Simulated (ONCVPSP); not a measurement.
# Ge: generating and testing an ONCV potential

Task: generate the file, and judge it by its errors in other configurations, its logarithmic derivatives, its ghosts and its cutoff.

Program: ONCVPSP 4.0.1.1 (patched build). Reference atom: PBEsol, scalar-relativistic, spherical and spin-unpolarised. All values are calculated.

## 1. The atom and the settings

The settings as typed:

- element: germanium (Ge, Z = 32)
- type: optimised norm-conserving Vanderbilt (ONCV)
- frozen core: [Ar]
- valence charge: 14
- reference configuration: 3d10 4s2 4p2
- partial waves: 4s: rc 1.45 bohr, ncon 5, nbas 8, qcut 4.3 1/bohr, 3 projectors, debl 2.5 Ha; 4p: rc 1.70 bohr, ncon 5, nbas 10, qcut 5.7 1/bohr, 1 projector; 3d: rc 1.00 bohr, ncon 3, nbas 7, qcut 13.3 1/bohr, 3 projectors, debl 1.8 Ha
- local potential: polynomial inside 0.80 bohr (lpopt 5, dvloc0 0 Ha)
- core correction: Teter function, fcfact 2.25, rcfact 1.1

The nodes and maxima of the atom's own shells, from an earlier all-electron run, set the scale for the radii.

All-electron outer shells of the reference configuration (PBEsol, scalar-relativistic, ld1.x):

```
shell  level (eV)  outermost node (bohr)  outermost maximum (bohr)
   3s     -168.12                   0.26                      0.54
   3p     -115.43                   0.23                      0.54
   3d      -29.31                      –                      0.50
   4s      -11.74                   0.77                      1.75
   4p       -3.90                   0.82                      2.22
```

## 2. Generation

Input file Ge.dat:

```
# ATOM AND REFERENCE CONFIGURATION
# atsym  z   nc   nv     iexc    psfile
  Ge 32.00    5    3  -116133      upf
#
#   n    l    f
    1    0    2.00
    2    0    2.00
    2    1    6.00
    3    0    2.00
    3    1    6.00
    3    2   10.00
    4    0    2.00
    4    1    2.00
#
# PSEUDOPOTENTIAL AND OPTIMIZATION
# lmax
    2
#
#   l,   rc,      ep,       ncon, nbas, qcut
    0    1.45    0.00    5    8    4.30
    1    1.70    0.00    5   10    5.70
    2    1.00    0.00    3    7   13.30
#
# LOCAL POTENTIAL
# lloc, lpopt,  rc(5),   dvloc0
    4    5    0.80    0.00
#
# VANDERBILT-KLEINMAN-BYLANDER PROJECTORs
# l, nproj, debl
    0    3    2.50
    1    1    1.30
    2    3    1.80
#
# MODEL CORE CHARGE
# icmod, fcfact, rcfact
    3    2.25    1.10
#
# LOG DERIVATIVE ANALYSIS
# epsh1, epsh2, depsh
   -3.00    5.00    0.02
#
# OUTPUT GRID
# rlmax, drl
    6.00    0.01
#
# TEST CONFIGURATIONS
# ncnf
    4
# nvcnf
#   n    l    f
    3
    3    2   10.00
    4    0    2.00
    4    1    1.00
#
    3
    3    2   10.00
    4    0    2.00
    4    1    0.00
#
    3
    3    2   10.00
    4    0    1.00
    4    1    0.00
#
    3
    3    2   10.00
    4    0    2.00
    4    1    1.50
#
```

Command:

```
oncvpsp.x < Ge.dat > Ge.out
```

What does the calculation give? Wanted: cutoffs for 1 and 0.1 mHa per electron, occupied waves; bound ghosts; GHOST(+) flags; largest test error; largest phase difference near zero energy, channels read; rms error of d²Exc/dn², without and with the model core.

**Answer**, as computed:

| quantity | value |
| --- | --- |
| cutoffs for 1 and 0.1 mHa per electron, occupied waves | 81 Ha and 118 Ha |
| bound ghosts | s at -169.36 eV, p at -11.12 eV |
| GHOST(+) flags | s at 741 eV |
| largest test error (AE − PS) | -1.6 meV, for 3d10 4s2 4p1.5 (3 tests unsolved) |
| largest phase difference near zero energy, channels read | 0.054 rad |
| rms error of d²Exc/dn², without and with the model core | 6.49 and 5.41 mHa |

In words: A bound ghost (s, p) makes it unfit for use: electrons can fall into a state that the atom doesn't have. Close by lies the frozen 3s level (-168.1 eV). By total energies transferability is very good where solved: the largest error is 1.6 meV on 2.8 eV, for 3d10 4s2 4p1.5. Atomic tests can pass in spite of a ghost, since they solve only for the levels asked. Of the tests 3 gave no usable energy difference, which is a warning in itself. It counts as very hard, with 81 Ha needed at the looser tolerance. At the looser tolerance the 3d wave is the slowest; 4s needs 65 Ha. Near zero energy the largest phase difference among the channels read is 0.05 rad, in the p channel (at the energies tabulated). The pseudo curves have a pole with no partner nearby in the atom's: p at -0.41 Ha. The program also flags highly localised states, GHOST(+) (s). All of this concerns the isolated atom, not yet a solid.
